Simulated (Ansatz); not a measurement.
# Mg5NiS6: the cost of one run

Program: Ansatz 0.2.0. Level of theory: DFT PBE, scalar-relativistic, plane waves, PAW. These are calculated values, not measurements.

## Step 1: Starting point

The structure is tetragonal, space group P4/mmm (No. 123). The conventional cell has a = 3.657 Å, b = 3.657 Å, c = 15.349 Å, α = 90.00°, β = 90.00°, γ = 90.00°. Mg (site symmetry 4mm) has 6 S at 2.45 to 2.60 Å in its first shell of neighbours. Mg (site symmetry 4mm) is surrounded by 6 S at 2.59 to 2.68 Å. Around Mg (site symmetry 4/mmm) lie 6 S at 2.59 to 2.63 Å. Around Ni (site symmetry 4/mmm) lie 6 S at 2.35 to 2.59 Å. Around S (site symmetry 4mm) lie 6 Mg at 2.59 to 2.63 Å. S (site symmetry 4/mmm) has 6 Mg at 2.59 to 2.65 Å in its first shell of neighbours. S (site symmetry 4mm) has 1 Ni at 2.35 Å and 5 Mg at 2.59 to 2.68 Å in its first shell of neighbours. S (site symmetry 4/mmm) is surrounded by 2 Mg at 2.45 Å and 4 Ni at 2.59 Å.

Structure file:

```cif
data_structure
_symmetry_space_group_name_H-M 'P4/mmm'
_symmetry_Int_Tables_number 123
_cell_length_a 3.6573
_cell_length_b 3.6573
_cell_length_c 15.3486
_cell_angle_alpha 90.000
_cell_angle_beta 90.000
_cell_angle_gamma 90.000
_cell_volume 205.30
loop_
_atom_site_label
_atom_site_type_symbol
_atom_site_symmetry_multiplicity
_atom_site_Wyckoff_symbol
_atom_site_fract_x
_atom_site_fract_y
_atom_site_fract_z
_atom_site_occupancy
Mg1 Mg 2 g 0.00000 0.00000 0.65932 1
Mg2 Mg 2 h 0.50000 0.50000 0.82766 1
Mg3 Mg 1 a 0.00000 0.00000 0.00000 1
Ni1 Ni 1 d 0.50000 0.50000 0.50000 1
S1 S 2 g 0.00000 0.00000 0.82893 1
S2 S 1 c 0.50000 0.50000 0.00000 1
S3 S 2 h 0.50000 0.50000 0.34664 1
S4 S 1 b 0.00000 0.00000 0.50000 1
```

The cell was relaxed beforehand at this level, from a generated guess; it needn't be the stable form of this composition. At a tolerance of 0.05 Å it has space group P4/mmm (No. 123); it has 17.11 Å³/atom, an uncorrected energy of -1.19 eV/atom over the elements and, on its mesh, gap none (metal).

## Step 2: Elastic constants, atoms relaxed

Contents of input.yaml:

```yaml
crystal:
  lattice:
    - [3.6569797047, 0.0, 0.0]
    - [0.0, 3.6569797047, 0.0]
    - [0.0, 0.0, 15.3664915397]
  atoms:
    - { symbol: Mg, position: [0.0, 0.0, 0.6596024928] }
    - { symbol: Mg, position: [0.5, 0.5, 0.8278829466] }
    - { symbol: Mg, position: [0.0, 0.0, 0.0] }
    - { symbol: Mg, position: [0.5, 0.5, 0.1721170534] }
    - { symbol: Mg, position: [0.0, 0.0, 0.3403975072] }
    - { symbol: Ni, position: [0.5, 0.5, 0.5] }
    - { symbol: S, position: [0.0, 0.0, 0.8291065986] }
    - { symbol: S, position: [0.5, 0.5, 0.0] }
    - { symbol: S, position: [0.0, 0.0, 0.1708934014] }
    - { symbol: S, position: [0.5, 0.5, 0.3461642432] }
    - { symbol: S, position: [0.0, 0.0, 0.5] }
    - { symbol: S, position: [0.5, 0.5, 0.6538357568] }
basis:
  ecutwfc: 420
kpoints:
  mp_grid: { grid: [10, 10, 4] }
hamiltonian:
  xc: pbe
scf:
  occupations: { method: fermi_dirac, width: 0.15 }
output:
  forces: true
  stress: true
  eigenvalues: true
elastic:
  mode: relaxed_ion
  amplitude: 0.005
  stencil: two_point
```

Command:

```bash
$ ansatz run input.yaml --threads 4 --pin off --max-ram 8192MiB --backend cpu --events-out ev --progress --plain --runs-dir out
```

What time and memory should one allow on 4 threads of Intel Xeon Platinum 8488C (Sapphire Rapids), shared host?

About 19 min, with a peak of 1.8 GiB.
